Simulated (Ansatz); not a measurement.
# HfMoC2 (P4/mmm) in Ansatz: settings compared, part 2 of 2

Ansatz 0.2.0.

### Step 5. Band structure, PBE

input.yaml

```yaml
crystal:
  lattice:
    - [3.191423, 0.0, 0.0]
    - [0.0, 3.191423, 0.0]
    - [0.0, 0.0, 4.485164]
  atoms:
    - { symbol: Hf, position: [0.0, 0.0, 0.0] }
    - { symbol: Mo, position: [0.5, 0.5, 0.5] }
    - { symbol: C, position: [0.5, 0.5, 0.0] }
    - { symbol: C, position: [0.0, 0.0, 0.5] }
kpoints:
  mp_grid: { grid: [8, 8, 6] }
  band_path:
    path:
      - [0.0, 0.0, 0.0]
      - [0.0, 0.5, 0.0]
      - [0.5, 0.5, 0.0]
      - [0.0, 0.0, 0.0]
      - [0.0, 0.0, 0.5]
      - [0.0, 0.5, 0.5]
      - [0.5, 0.5, 0.5]
      - [0.0, 0.0, 0.5]
    npoints: 12
scf:
  occupations: { method: fermi_dirac, width: 0.05 }
hamiltonian:
  xc: pbe
  pseudopotentials: { kind: all_electron, lapw: { basis_error: 0.002 } }
output:
  forces: true
  stress: true
  eigenvalues: true
```

Potentials or basis: all-electron LAPW, scalar-relativistic.

Command:

```bash
$ ansatz run input.yaml --threads 2 --pin off --max-ram 8192MiB --backend cpu --events-out ev --progress --plain --runs-dir out
```

What it wrote:

```text
Warning: RAYON_NUM_THREADS=2 ignored (pool sized by the plan → 2); use --threads N
LAPW: plane waves up to 8.898 Å⁻¹, error target 2.0e-3 eV per atom; small_component_spin mean_spin; C in spheres of 0.913 Å, 6 of its electrons in bands, Dirac shells []; Mo in spheres of 1.330 Å, 30 of its electrons in bands, Dirac shells []; Hf in spheres of 1.330 Å, 42 of its electrons in bands, Dirac shells [] (how accurate: hamiltonian.pseudopotentials.lapw.basis_error, Limitations)
Engine: ansatz 0.2.0, aarch64-unknown-linux-gnu
Pseudopotentials: kind: all_electron
Pseudopotential: Hf, LAPW, valence charge 42, lapw/all_electron/scalar/gaussian/Hf, Koelling and Harmon's equation, gaussian nucleus
[... 60 lines left out ...]
--- Stress (GPa, compression-positive) ---
        0.182179       0.000000       0.000000
        0.000000       0.182179       0.000000
        0.000000       0.000000      -4.086077
  P = ⅓ Tr σ = -1.2406 GPa (-12.406 kbar)
--- Band table (eV; the first three rows and the last of 60) ---
  k-point 0: bands = ["-355.3880", "-355.3880", "-355.3571", "-351.4640", "-351.4489", "-351.4489", "-244.3953", "-243.8444", "-197.2805", "-197.2784", "-197.2580", "-197.2494", "-197.2494", "-179.3262", "-179.3262", "-179.3148", "-179.3112", "-179.3023", "-40.4368", "-39.9187", "-14.4827", "-14.4160", "-14.4160", "-8.8121", "-8.5223", "-8.5223", "8.0459", "9.7802", "10.1146", "10.1255", "10.1255", "10.1370", "10.1690", "10.1738", "10.1738", "17.5858", "17.8250", "20.2361", "20.2361", "20.3852", "20.3852", "21.1936", "21.2023", "21.6961", "21.7271", "21.7271", "22.0186", "25.7244", "26.1574", "26.1574", "28.7542"]
  k-point 1: bands = ["-355.3880", "-355.3880", "-355.3571", "-351.4640", "-351.4489", "-351.4489", "-244.3953", "-243.8444", "-197.2805", "-197.2784", "-197.2580", "-197.2494", "-197.2494", "-179.3262", "-179.3262", "-179.3148", "-179.3112", "-179.3023", "-40.4360", "-39.9195", "-14.4815", "-14.4156", "-14.4156", "-8.8238", "-8.5230", "-8.5230", "8.2801", "9.8048", "10.1259", "10.1259", "10.1363", "10.1687", "10.1710", "10.1742", "10.1742", "17.2858", "17.6918", "19.6174", "19.9097", "19.9097", "20.2569", "20.2569", "20.9631", "21.2211", "22.2805", "22.2805", "23.9569", "25.6572", "26.3221", "26.3221", "29.1513"]
  k-point 2: bands = ["-355.3880", "-355.3880", "-355.3571", "-351.4640", "-351.4489", "-351.4489", "-244.3953", "-243.8444", "-197.2805", "-197.2784", "-197.2580", "-197.2494", "-197.2494", "-179.3262", "-179.3262", "-179.3148", "-179.3112", "-179.3023", "-40.4345", "-39.9211", "-14.4791", "-14.4146", "-14.4146", "-8.8471", "-8.5245", "-8.5245", "8.8828", "9.7846", "10.1266", "10.1266", "10.1348", "10.1683", "10.1750", "10.1750", "10.2713", "16.4484", "17.7062", "17.9491", "19.5471", "19.5471", "19.9832", "19.9832", "20.4597", "21.2780", "23.2147", "23.2147", "25.4092", "25.5223", "26.5496", "26.5496", "28.8954"]
  k-point 59: bands = ["-355.3880", "-355.3880", "-355.3571", "-351.4640", "-351.4489", "-351.4489", "-244.3953", "-243.8444", "-197.2805", "-197.2784", "-197.2580", "-197.2494", "-197.2494", "-179.3262", "-179.3262", "-179.3148", "-179.3112", "-179.3023", "-40.3982", "-39.8803", "-14.6232", "-14.6232", "-14.4310", "-8.9353", "-8.9353", "-8.7562", "9.9087", "10.1245", "10.1316", "10.1316", "10.1759", "10.1767", "10.1767", "10.6590", "10.7841", "16.9104", "17.2704", "17.2704", "17.3790", "17.3799", "17.3799", "22.6911", "22.6911", "22.9956", "24.6829", "24.6829", "25.1254", "25.2265", "28.3148", "28.7528", "30.0666"]
```

Run time: 42 s. Hardware: 2 threads of Arm Neoverse V1, shared host; peak memory 0.59 GiB.

What came out:

* Free energy: -522503.2227 eV
* Pressure: -1.2 GPa
* Band gap along the path: none (metal or under the smearing width)

Levels at the corners of the path, in eV from the Fermi level:
| point | band 38 | band 39 | band 40 | band 41 | band 42 | band 43 | band 44 | band 45 | band 46 | band 47 |
| --- | --- | --- | --- | --- | --- | --- | --- | --- | --- | --- |
| Γ | -1.35 | -1.35 | -1.21 | -1.21 | -0.40 | -0.39 | 0.11 | 0.14 | 0.14 | 0.43 |
| X | -4.86 | -4.26 | -3.80 | -3.72 | -0.41 | 0.96 | 2.22 | 3.14 | 3.26 | 4.19 |
| M | -3.85 | -3.85 | -1.25 | -1.04 | -1.04 | -0.94 | 1.08 | 1.40 | 2.47 | 4.00 |
| Γ | -1.35 | -1.35 | -1.21 | -1.21 | -0.40 | -0.39 | 0.11 | 0.14 | 0.14 | 0.43 |
| Z | -3.48 | -2.17 | -2.17 | -1.74 | -1.74 | -1.41 | -0.28 | 2.10 | 2.10 | 3.86 |
| R | -5.18 | -5.16 | -4.37 | -4.28 | 1.02 | 1.06 | 1.74 | 4.52 | 5.30 | 5.33 |
| A | -4.32 | -4.21 | -4.21 | -4.21 | 1.10 | 1.10 | 1.40 | 3.09 | 3.09 | 3.53 |
| Z | -3.48 | -2.17 | -2.17 | -1.74 | -1.74 | -1.41 | -0.28 | 2.10 | 2.10 | 3.86 |

Caveat: spin-orbit coupling is left out, which moves the levels of the heavy elements.

### Step 6. The runs side by side

| level | cutoff (eV) | pressure (GPa) |
| --- | --- | --- |
| PBEsol | 301 | -8.9 |
| LDA | 302 | -14.3 |
| r2SCAN | 302 | -3.1 |
| PBE | 302 | -1.2 |

Alike in all rows: task band structure; potentials or basis all-electron LAPW, scalar-relativistic; no spin polarisation; cell as given; k mesh 8 × 8 × 6; smearing fermi-dirac 0.05 eV; basis error allowed 0.002 eV/atom.

The pressure there spans -14.3 GPa (LDA) to -1.2 GPa (PBE); a positive pressure means that this level wants a larger cell, a negative one a smaller.

Caveats: spin-orbit coupling is left out, which moves the levels of the heavy elements.

Compare energies only between runs with the same functional and basis.
